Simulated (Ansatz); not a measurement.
# CH4AlFO: how energies converge with the basis set

One table from this session's results is given with a row withheld; the runs are named, their logs left out.

The runs use Ansatz 0.2.0, Gaussian basis; one geometry, several basis sets.

Plan: PBE0-D4/def2-SVP; ωB97M-V/def2-SVP; PBE0-D4/def2-QZVPP; ωB97M-V/def2-QZVPP; the functionals' def2-TZVPP values are taken from earlier runs.

## Structure used throughout

An earlier PBE0-D4 in a triple-zeta def2 set relaxation fixed the geometry.

SMILES `[CH3][Al]([OH])[F]`, 8 atoms, charge 0, spin multiplicity 1.

Atoms are counted from 1 here; the program's logs count them from 0.

Bond lengths: C1–Al2 1.930 Å, C1–H5 1.094 Å, C1–H6 1.093 Å, C1–H7 1.091 Å, Al2–O3 1.689 Å, Al2–F4 1.654 Å, O3–H8 0.956 Å. Angles: Al2–C1–H5 110.7°, Al2–C1–H6 110.7°, Al2–C1–H7 111.9°, H5–C1–H6 106.8°, H5–C1–H7 108.2°, H6–C1–H7 108.3°, C1–Al2–O3 120.6°, C1–Al2–F4 121.2°, O3–Al2–F4 118.2°, Al2–O3–H8 123.8°.

The first run:

in.yaml reads:

```yaml
crystal:
  periodic: [false, false, false]
  atoms:
    - {symbol: C, position_ang: [-0.540486, 1.136997, -0.105393]}
    - {symbol: Al, position_ang: [0.133590, -0.668919, -0.198606]}
    - {symbol: O, position_ang: [1.255150, -1.228332, 0.933635]}
    - {symbol: F, position_ang: [-0.365954, -1.708799, -1.383293]}
    - {symbol: H, position_ang: [0.272856, 1.859028, -0.220047]}
    - {symbol: H, position_ang: [-0.998830, 1.329495, 0.868503]}
    - {symbol: H, position_ang: [-1.283647, 1.335308, -0.879801]}
    - {symbol: H, position_ang: [1.619519, -2.111777, 0.929099]}
basis:
  gaussian: {orbitals: def2-SVP}
hamiltonian: {xc: pbe0, dispersion: d4}
output: {orbitals: {seedname: orbitals}}
```

Among the steps run: PBE0-D4 in def2-SVP; ωB97M-V in def2-SVP; PBE0-D4 in def2-QZVPP; ωB97M-V in def2-QZVPP.

One table of the session follows, with a row left open; its other results are not shown here.

It belongs to the step «Density functionals: the series». 

```
functional       basis  HOMO (eV)
   PBE0-D4    def2-SVP          ?
   PBE0-D4  def2-TZVPP      -8.93
   PBE0-D4  def2-QZVPP      -8.96
   ωB97M-V    def2-SVP     -11.11
   ωB97M-V  def2-TZVPP     -11.23
   ωB97M-V  def2-QZVPP     -11.26
```

**Question.** Estimate the row for PBE0-D4, def2-SVP.

**Answer.** HOMO (eV): -8.83. In the column «HOMO (eV)» it is the highest.
